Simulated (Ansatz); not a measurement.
**SnH4 (SMILES [SnH4]): levels of theory compared**

We compute a comparison of 6 runs (UHF/STO-3G, HSE06/STO-3G, SVWN5/STO-3G, UPBE/STO-3G, CCSD/STO-3G, UCCSD(T)/STO-3G) of SnH4. 

The calculation is run with Ansatz 0.2.0.

32 further runs of the same task are left out: 3 that didn't finish, 29 set aside as unsound or not needed.

### 1 Starting point

SnH4: 5 atoms, total charge 0, spin state singlet. SMILES: `[SnH4]`. The H4–Sn1 distance was set to 3.407 Å, away from the relaxed value. At this shape a bond of the SMILES string is far longer than usual.

Bond lengths: Sn1–H2 1.704 Å, Sn1–H3 1.704 Å, Sn1–H5 1.704 Å. Angles: H2–Sn1–H3 109.5°, H2–Sn1–H5 109.5°, H3–Sn1–H5 109.5°.

### 2 A single-point energy at UHF/STO-3G (run 1)

The input, job.yaml:

```yaml
crystal:
  periodic: [false, false, false]
  atoms:
    - {symbol: Sn, position_ang: [0.116867, 0.974603, 1.392531]}
    - {symbol: H, position_ang: [0.940757, 0.121113, 2.615431]}
    - {symbol: H, position_ang: [-1.446773, 1.378013, 1.935631]}
    - {symbol: H, position_ang: [-0.116810, -0.974610, -1.392490]}
    - {symbol: H, position_ang: [0.973307, 2.399233, 1.018851]}
basis:
  gaussian:
    orbitals: STO-3G
hamiltonian:
  xc: hf
magnetization:
  spin_polarized: true
accuracy: high
```

Run with:

```sh
$ ansatz run job.yaml --threads 1 --pin off --max-ram 3480MiB --events-out events.jsonl --progress --plain --runs-dir runs
```

The log of the run:

```text
Warning: RAYON_NUM_THREADS=1 ignored (pool sized by the plan → 1); use --threads N
Functional definition: HF
  name "HF"
  exchange = exact_x
  correlation = 0
539 factors; integrals over basis functions are off by at most 4.9e-9 eV
mean field evaluation 1: about -162321.2836 eV, gradient 8.2e0 eV
mean field evaluation 2: about -162321.2641 eV, gradient 8.2e0 eV
mean field evaluation 4: about -162324.6159 eV, gradient 1.6e0 eV
mean field evaluation 8: about -162324.6550 eV, gradient 1.0e-4 eV
mean field evaluation 16: about -162324.6550 eV, gradient 2.6e-5 eV
mean field evaluation 32: about -162328.4434 eV, gradient 5.8e-9 eV
mean field -162328.44341041 eV, -5965.4602651616 hartree, gradient 7.8e-9 eV, S^2 0.980492; 2 other end points of the search recorded, 0 dependent functions left out
reference -162328.44341041 eV, -5965.4602651616 hartree; 27, 27 occupied and 4, 4 virtual orbitals, 539 factors
Total energy: -162328.44341041 eV, -5965.4602651616 hartree
```

It took 0.66 s on 1 thread of Arm Neoverse V2, shared host; peak memory 0.09 GiB.

### 3 A single-point energy at HSE06/STO-3G (run 2)

The input, molecule.yaml:

```yaml
basis:
  gaussian:
    orbitals: STO-3G
crystal:
  periodic: [false, false, false]
  atoms:
    - symbol: Sn
      position_ang: [0.116867, 0.974603, 1.392531]
    - symbol: H
      position_ang: [0.940757, 0.121113, 2.615431]
    - symbol: H
      position_ang: [-1.446773, 1.378013, 1.935631]
    - symbol: H
      position_ang: [-0.116810, -0.974610, -1.392490]
    - symbol: H
      position_ang: [0.973307, 2.399233, 1.018851]
hamiltonian:
  xc: hse06
accuracy: high
```

Run with:

```sh
$ ansatz run molecule.yaml --threads 1 --pin off --max-ram 3480MiB --events-out events.jsonl --progress --plain --runs-dir runs
```

The log of the run:

```text
Warning: RAYON_NUM_THREADS=1 ignored (pool sized by the plan → 1); use --threads N
Functional definition: HSE06
  name "HSE06"
  parameter a = 0.25
  parameter omega = 0.11/bohr
  exchange = pbe_x - a*pbe_x_sr(omega) + a*exact_x_sr(omega)
  correlation = pbe_c
539 factors; integrals over basis functions are off by at most 4.9e-9 eV
52 factors; integrals over basis functions are off by at most 1.1e-9 eV
mean field evaluation 1: about -162370.9507 eV, gradient 1.7e1 eV
mean field evaluation 2: about -162365.5329 eV, gradient 1.4e1 eV
mean field evaluation 4: about -162370.9101 eV, gradient 1.5e1 eV
mean field evaluation 8: about -162373.7002 eV, gradient 1.5e1 eV
mean field evaluation 16: about -162376.3290 eV, gradient 2.7e-8 eV
mean field -162376.32904300 eV, -5967.2200297014 hartree, gradient 2.7e-8 eV, S^2 0.000000; 0 other end points of the search recorded, 0 dependent functions left out
reference -162376.32904497 eV, -5967.2200297737 hartree; 27, 27 occupied and 4, 4 virtual orbitals, 539 factors
Total energy: -162376.32904497 eV, -5967.2200297737 hartree
```

It took 1.7 s on 1 thread of Arm Neoverse V2, shared host; peak memory 0.1 GiB.

Runs 3 to 5 aren't shown in full; the table further down has their settings and results.

### 4 The energy at UCCSD(T)/STO-3G (run 6)

job.yaml, as its differences from that of step 2:

```diff
@@ -11,6 +11,9 @@
     orbitals: STO-3G
-hamiltonian:
-  xc: hf
 magnetization:
   spin_polarized: true
+correlation:
+  method: ccsd_t
+  frozen_orbitals: {H: 0, Sn: 18}
 accuracy: high
+scf:
+  omitted_lower_state_checks: [cluster_reference, increment]
```

Run with:

```sh
$ ansatz run job.yaml --threads 1 --pin off --max-ram 3480MiB --events-out events.jsonl --progress --plain --runs-dir runs
```

The log of the run:

```text
Warning: RAYON_NUM_THREADS=1 ignored (pool sized by the plan → 1); use --threads N
[... 13 lines left out ...]
18 core orbitals not correlated: weight in the atoms' cores, before any rotation towards them, 1.000 or more for the frozen orbitals, at most 0.000 for the correlated occupied ones
[... 25 lines left out ...]
Total energy: -162329.91148804 eV, -5965.5142160196 hartree
Checks for a lower state left out: cluster_reference, increment
```

Run time: 0.9 s. Hardware: 1 thread of Arm Neoverse V2, shared host; peak memory 0.093 GiB.

### 5 Overview of the runs

```csv
run,level,frozen core orbitals,energy (Eh),wall time
1,UHF/STO-3G,–,-5965.460265,0.66 s
2,HSE06/STO-3G,–,-5967.220030,1.7 s
3,SVWN5/STO-3G,–,-5961.697778,0.93 s
4,UPBE/STO-3G,–,-5966.909273,4.8 s
5,CCSD/STO-3G,18,-5965.512811,0.46 s
6,UCCSD(T)/STO-3G,18,-5965.514216,0.9 s
```

### 6 Summary of results

| quantity | value |
| --- | --- |
| run 6: total energy | -5965.51422 Eh |
| run 6: correlation energy (18 core orbitals frozen) | -54.0 mEh |
| run 6: (T) correction | -0.82 mEh |
| run 6: ⟨S²⟩ of the reference determinant | 0.980 |
| run 6: T1 diagnostic | 0.015 |

In words: Below the UHF energy at the same shape and in the same basis (STO-3G): CCSD -52.5 mEh; UCCSD(T) -54.0 mEh. Some of these start from another determinant than that one, so these aren't their correlation energies. Totals of different functionals can't be ranked against each other. In run 5 the T1 diagnostic is large, so a single reference may not serve. In run 5 the log says that unrestricted orbitals would lower the reference, so the values rest on an unstable closed-shell determinant (other closed-shell runs at this shape may share the fault). In runs 1, 2, 3, 4, 5, 6 the basis is minimal, so the values are rough. In runs 2, 3, 5 a closed-shell determinant meets a far-stretched bond, which it describes badly. In runs 1, 2, 3, 4, 5, 6 relativity is left out where basis or elements ask for it. Spin contamination of the reference: run 1 ⟨S²⟩ = 0.98, run 6 ⟨S²⟩ = 0.98, run 4 ⟨S²⟩ = 0.91. Where it is this large, the reference is a mixture of spin states, and values that rest on it are in doubt. All runs together took 9.4 s, the longest 4.8 s.
